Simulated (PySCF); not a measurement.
# (SiH3)3P: electronic excitations and core binding energies

Wanted: the electronic excitations and core binding energies of (SiH3)3P (`[SiH3]P([SiH3])[SiH3]`), by calculation.

The runs use PySCF 2.14.0, with density-fitted response routines of our own; the level of theory stands in each step. All values are computed, except where a source is named. Atoms are numbered from 0 throughout.

## (1) The molecule as given

13 atoms, charge 0, multiplicity 1; geometry from: GFN2-xTB.

Bonds of the start (Å): Si0–P1 2.22, P1–Si2 2.22, P1–Si3 2.22, Si0–H4 1.46, Si0–H5 1.47, Si0–H6 1.46, Si2–H7 1.46, Si2–H8 1.46, Si2–H9 1.47, Si3–H10 1.46, Si3–H11 1.46, Si3–H12 1.47.

## (2) Excited states and response: CAM-B3LYP/def2-SVPD

What the job is given:

```
{"job": {"kind": "uv", "xc": "CAM-B3LYP", "basis": "def2-SVPD", "nstates": 8, "ntriplets": 3}, "charge": 0, "multiplicity": 1}
Si    -0.671970     1.766937    -0.563951
P      0.240310    -0.233725    -0.887914
Si     1.928357    -0.220471     0.557566
Si    -1.219317    -1.583741     0.105421
H      0.297337     2.753134    -1.034811
H     -0.989084     2.022638     0.844507
H     -1.898580     1.803178    -1.356098
H      2.884772     0.775302     0.080291
H      2.504784    -1.562741     0.544657
H      1.505281     0.118891     1.919846
H     -0.630898    -2.920752     0.095202
H     -2.445502    -1.533709    -0.687051
H     -1.509878    -1.184454     1.486015
```

With the program's defaults for keys left out, this is: TDDFT CAM-B3LYP/def2-SVPD, vertical, gas phase, core orbitals frozen in the response.

On the command line:

```bash
> OMP_NUM_THREADS=1 python probes_run.py task.json out
```

This one command runs all jobs of the session in turn.

The program printed:

```text
coarse grid: 12080 points
cycle   1  E = -1214.7123083338  dE = -1.393e-01  |g| = 2.094e-01  |ddm| = 3.892e+00
cycle   2  E = -1214.7251081205  dE = -1.280e-02  |g| = 1.116e-01  |ddm| = 6.324e-01
cycle   3  E = -1214.7293716755  dE = -4.264e-03  |g| = 2.903e-02  |ddm| = 3.051e-01
cycle   4  E = -1214.7297099728  dE = -3.383e-04  |g| = 6.698e-03  |ddm| = 9.894e-02
cycle   5  E = -1214.7297287011  dE = -1.873e-05  |g| = 1.238e-03  |ddm| = 1.994e-02
cycle   6  E = -1214.7297294885  dE = -7.874e-07  |g| = 4.146e-04  |ddm| = 4.193e-03
final grid: 96056 points
cycle   7  E = -1214.8770074181  dE = -4.503e-06  |g| = 4.598e-04  |ddm| = 3.013e-02
cycle   8  E = -1214.8770075221  dE = -1.040e-07  |g| = 1.592e-04  |ddm| = 3.502e-03
cycle   9  E = -1214.8770075318  dE = -9.711e-09  |g| = 4.139e-05  |ddm| = 5.817e-04
cycle  10  E = -1214.8770075328  dE = -1.000e-09  |g| = 1.487e-05  |ddm| = 1.741e-04
cycle  11  E = -1214.8770075329  dE = -1.105e-10  |g| = 4.598e-06  |ddm| = 4.251e-05
converged SCF energy = -1214.8770075329

Static polarisability (au): isotropic 111.669, principal 94.178 120.409 120.419

Singlet excitations
state   eV       nm        f      main configurations
  1   5.9414    208.7   0.03262   H->L 0.97
  2   6.0232    205.8   0.00226   H->L+5 0.50, H->L+2 0.30
  3   6.0253    205.8   0.00222   H->L+4 0.51, H->L+1 0.29
  4   6.3543    195.1   0.06865   H->L+1 0.52, H->L+4 0.35
  5   6.3570    195.0   0.06856   H->L+2 0.50, H->L+5 0.36
  6   6.7678    183.2   0.00380   H->L+3 0.92
  7   7.4853    165.6   0.00151   H->L+6 0.91
  8   7.6252    162.6   0.00001   H->L+7 0.78

Triplet excitations (Tamm-Dancoff, eV): 5.4932 5.4947 5.6282
```

Wall time 14 s (1 thread, shared host).

Frontier orbitals and where they lie:

| orbital | eV | atoms |
| --- | --- | --- |
| HOMO−3 | -11.32 | Si2 16 %, Si0 16 %, Si3 16 % |
| HOMO−2 | -9.91 | P1 34 %, Si3 22 %, Si0 11 % |
| HOMO−1 | -9.90 | P1 34 %, Si2 20 %, Si0 17 % |
| HOMO | -8.21 | P1 62 %, Si2 9 %, Si0 9 % |
| LUMO | 0.79 | Si3 16 %, Si0 16 %, Si2 16 % |
| LUMO+1 | 1.04 | Si3 28 %, P1 20 %, Si0 15 % |
| LUMO+2 | 1.04 | Si2 26 %, P1 20 %, Si0 17 % |

With each of the 8 states as a Gaussian band of 0.4 eV half-width at 1/e, the curve within the window shown has maxima at 196 nm (ε 6,200) L/(mol cm). Beyond the last state computed it falls off for lack of states. The curve at chosen wavelengths:

```csv
nm,ε (L/mol/cm)
156,19
159,37
162,55
165,69
168,83
171,127
174,263
177,588
180,1214
183,2195
186,3448
189,4726
192,5714
195,6177
198,6062
201,5489
204,4659
207,3758
210,2910
213,2176
216,1574
219,1100
222,740
225,479
228,298
231,178
```

Further results of this job:

| property | computed |
| --- | --- |
| dipole moment (D) | 0.64 |
| polarisability (Å³) | 16.55 |
| HOMO–LUMO gap (eV) | 9.00 |
| −ε(HOMO) (eV) | 8.21 |

## (3) X-ray photoelectron lines: SCAN, X2C

The job, as its differences from that of step 2:

```diff
@@ -1,2 +1,2 @@
-{"job": {"kind": "uv", "xc": "CAM-B3LYP", "basis": "def2-SVPD", "nstates": 8, "ntriplets": 3}, "charge": 0, "multiplicity": 1}
+{"job": {"kind": "xps"}, "charge": 0, "multiplicity": 1}
 Si    -0.671970     1.766937    -0.563951
```

Method: delta-SCF UKS SCAN, pcX-2 on the ionised atom, pcseg-1 elsewhere, spin-free X2C.

The program printed:

```text
ground state, core basis on atom 0 (Si), 159 functions
  cycle   1  E = -1217.68503083  |g| = 2.31e-01
  cycle   2  E = -1217.67780930  |g| = 2.60e-01
  cycle   3  E = -1217.70240905  |g| = 5.27e-02
  cycle   4  E = -1217.70353827  |g| = 9.45e-03
  cycle   5  E = -1217.70357880  |g| = 1.93e-03
  cycle   6  E = -1217.70357751  |g| = 6.06e-04
  cycle   7  E = -1217.70357871  |g| = 2.70e-04
  E(ground) = -1217.77676600 Eh
hole in Si 1s of atom 0
  cycle   1  E = -1148.77056884  |g| = 4.35e+00
  cycle   2  E = -1148.56361777  |g| = 2.23e+00
  cycle   3  E = -1149.16543443  |g| = 9.22e-01
  cycle   4  E = -1149.73023014  |g| = 3.76e-01
  cycle   5  E = -1149.83537386  |g| = 1.02e-01
  cycle   6  E = -1149.84128857  |g| = 4.97e-02
  cycle   7  E = -1149.84306889  |g| = 1.52e-02
  cycle   8  E = -1149.84323097  |g| = 2.41e-03
  cycle   9  E = -1149.84323653  |g| = 8.97e-04
  cycle  10  E = -1149.84323723  |g| = 2.91e-04
  E(ion) = -1149.92399182 Eh   <S^2> = 0.7526   hole on atom = 1.000   binding energy = 1846.368 eV
hole in Si 2p of atom 0
  cycle   1  E = -1213.42752750  |g| = 1.23e+00
  cycle   2  E = -1213.06607943  |g| = 1.23e+00
  cycle   3  E = -1213.65803448  |g| = 3.57e-01
  cycle   4  E = -1213.75277040  |g| = 1.24e-01
  cycle   5  E = -1213.76341171  |g| = 4.40e-02
  cycle   6  E = -1213.76479303  |g| = 1.35e-02
  cycle   7  E = -1213.76491955  |g| = 3.49e-03
  cycle   8  E = -1213.76492772  |g| = 8.26e-04
  cycle   9  E = -1213.76492933  |g| = 4.76e-04
  E(ion) = -1213.84914284 Eh   <S^2> = 0.7535   hole on atom = 1.002   binding energy = 106.876 eV
  2p3/2 = 106.656 eV   2p1/2 = 107.279 eV
ground state, core basis on atom 1 (P), 159 functions
  cycle   1  E = -1217.72311592  |g| = 3.40e-01
  cycle   2  E = -1217.72275656  |g| = 5.07e-02
  cycle   3  E = -1217.72180595  |g| = 7.51e-02
  cycle   4  E = -1217.72366721  |g| = 4.11e-03
  cycle   5  E = -1217.72367382  |g| = 1.35e-03
  cycle   6  E = -1217.72367316  |g| = 2.61e-04
  E(ground) = -1217.80857331 Eh
hole in P 1s of atom 1
  cycle   1  E = -1137.58076029  |g| = 4.72e+00
  cycle   2  E = -1137.59383393  |g| = 2.24e+00
  cycle   3  E = -1137.92983953  |g| = 1.08e+00
  cycle   4  E = -1138.67517296  |g| = 3.50e-01
  cycle   5  E = -1138.75631966  |g| = 6.52e-02
  cycle   6  E = -1138.75770524  |g| = 3.22e-02
  cycle   7  E = -1138.75828390  |g| = 7.94e-03
  cycle   8  E = -1138.75832297  |g| = 1.21e-03
  cycle   9  E = -1138.75832399  |g| = 3.32e-04
  E(ion) = -1138.84353072 Eh   <S^2> = 0.7520   hole on atom = 1.000   binding energy = 2148.748 eV
hole in P 2p of atom 1
  cycle   1  E = -1212.31497934  |g| = 1.40e+00
  cycle   2  E = -1212.01962389  |g| = 1.34e+00
  cycle   3  E = -1212.65836540  |g| = 3.11e-01
  cycle   4  E = -1212.72362721  |g| = 1.03e-01
  cycle   5  E = -1212.73083322  |g| = 1.92e-02
  cycle   6  E = -1212.73096022  |g| = 1.33e-02
  cycle   7  E = -1212.73106652  |g| = 1.28e-03
  cycle   8  E = -1212.73107002  |g| = 6.40e-04
  cycle   9  E = -1212.73106934  |g| = 1.84e-04
  E(ion) = -1212.82586836 Eh   <S^2> = 0.7535   hole on atom = 1.002   binding energy = 135.586 eV
  2p3/2 = 135.339 eV   2p1/2 = 136.228 eV
```

Run time: 16 s. Hardware: 1 thread, shared host.

The holes in one table. −ε is the ground-state orbital energy:

| hole | stands for | environment | ΔSCF (eV; 2p as the shell's mean) | −ε (eV) | ⟨S²⟩ |
| --- | --- | --- | --- | --- | --- |
| Si1s on Si0 | Si0, Si2, Si3 | silicon bonded to P, 3 H | 1846.37 | 1793.6 | 0.753 |
| Si2p on Si0 | Si0, Si2, Si3 | silicon bonded to P, 3 H | 106.86 | 96.4 | 0.753 |
| P1s on P1 | P1 | phosphorus bonded to 3 Si | 2148.75 | 2092.3 | 0.752 |
| P2p on P1 | P1 | phosphorus bonded to 3 Si | 135.64 | 125.3 | 0.753 |

Each hole run stands for the others of its class of like atoms.

With the spin-orbit splitting: Si0 2p3/2 106.66, 2p1/2 107.28 eV; P1 2p3/2 135.34, 2p1/2 136.23 eV. The table gives each 2p level as the mean over the whole 2p shell (two parts 2p3/2, one part 2p1/2), which differs a little from the single hole in the log.

## (4) Outcome

| quantity | value |
| --- | --- |
| lowest singlet (CAM-B3LYP/def2-SVPD) | 5.94 eV (209 nm), f = 0.033 |
| brightest single state of those computed | state 4, 6.35 eV, f = 0.069 |
| lowest triplet | 5.49 eV |
| Si1s binding energies, SCAN/pcX-2 | Si0 1846.37 eV |
| Si2p binding energies, SCAN/pcX-2 | Si0 106.86 eV |
| P1s binding energies, SCAN/pcX-2 | P1 2148.75 eV |
| P2p binding energies, SCAN/pcX-2 | P1 135.64 eV |

In words: The lowest singlet, at 5.94 eV, is HOMO→LUMO 0.97 and is weak; of the 8 states computed, the strongest absorption comes from states 4 to 5 together at 6.35 eV. The lowest triplet lies 0.45 eV below the lowest singlet (triplets in Tamm-Dancoff, singlets in full TDDFT).
